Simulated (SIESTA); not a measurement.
Runs of SIESTA 5.4.2 on NaLaMnMoO6. The structure is monoclinic, space group P2_1 (No. 4). Conventional cell: a = 5.557 Å, b = 5.598 Å, c = 8.025 Å, α = 90.00°, β = 90.44°, γ = 90.00°. Na (site symmetry 1) has 4 O at 2.36 to 2.63 Å as nearest neighbours. Around La (site symmetry 1) lie 8 O at 2.40 to 2.69 Å. Around Mn (site symmetry 1) lie 6 O at 2.07 to 2.20 Å. Mo (site symmetry 1) has 5 O at 1.83 to 2.03 Å as nearest neighbours. O (site symmetry 1) has 1 Mo at 1.83 Å and 1 Mn at 2.08 Å as nearest neighbours. O (site symmetry 1) is surrounded by 1 Mo at 1.87 Å. O (site symmetry 1) is surrounded by 1 Mo at 1.91 Å and 1 Mn at 2.08 Å. Around O (site symmetry 1) lie 1 Mo at 2.03 Å and 1 Mn at 2.07 Å. The cell was built by a generator and needn't be a form met in nature.

```csv
task,spin,cell,gap on the mesh (eV),pressure (GPa),moment (μB),largest force (eV/Å)
single point,"collinear, zero start",as given,(b),-1.7,0.00,(a)
band structure,"collinear, ferromagnetic start",as given,0.10,5.2,9.97,0.75
single point,"collinear, fm_larger start",as given,0.10,5.2,9.97,0.75
single point,"collinear, ferromagnetic start","atoms moved at random, drawn with an rms of 0.05 Å",0.07,6.7,9.96,2.92
single point,"collinear, ferrimagnetic start",as given,0.31,5.0,0.00,0.81
```

Alike in all rows: level PBE; potentials or basis PseudoDojo 0.4 standard (PBE files), DZP (energy shift 0.003 Ry; two zetas on semicore shells); k mesh 5 × 5 × 4; smearing fermi-dirac 0.05 eV; grid cutoff 800 Ry; energy shift 0.003 Ry.

Question: Estimate the missing entries.

Answer: (a) 2.14; (b) none.

Caveats: short orbitals over semicore shells can move pressures by several GPa; the basis of atomic orbitals isn't converged, which shifts pressures, moduli and gaps; spin-orbit coupling is left out, which moves the levels of the heavy elements (some runs); an odd mesh through Γ misses points on the zone boundary, where band edges often lie (some runs); semilocal functionals often make such compounds metallic where correlation or magnetic order opens a gap, which also shifts bond lengths (some runs); forces of over 1 eV/Å show positions far from the minimum, so gaps and moduli don't describe the material at rest (some runs).

A k mesh can miss the band edges, and the runs leave out spin-orbit coupling on La, Mo.
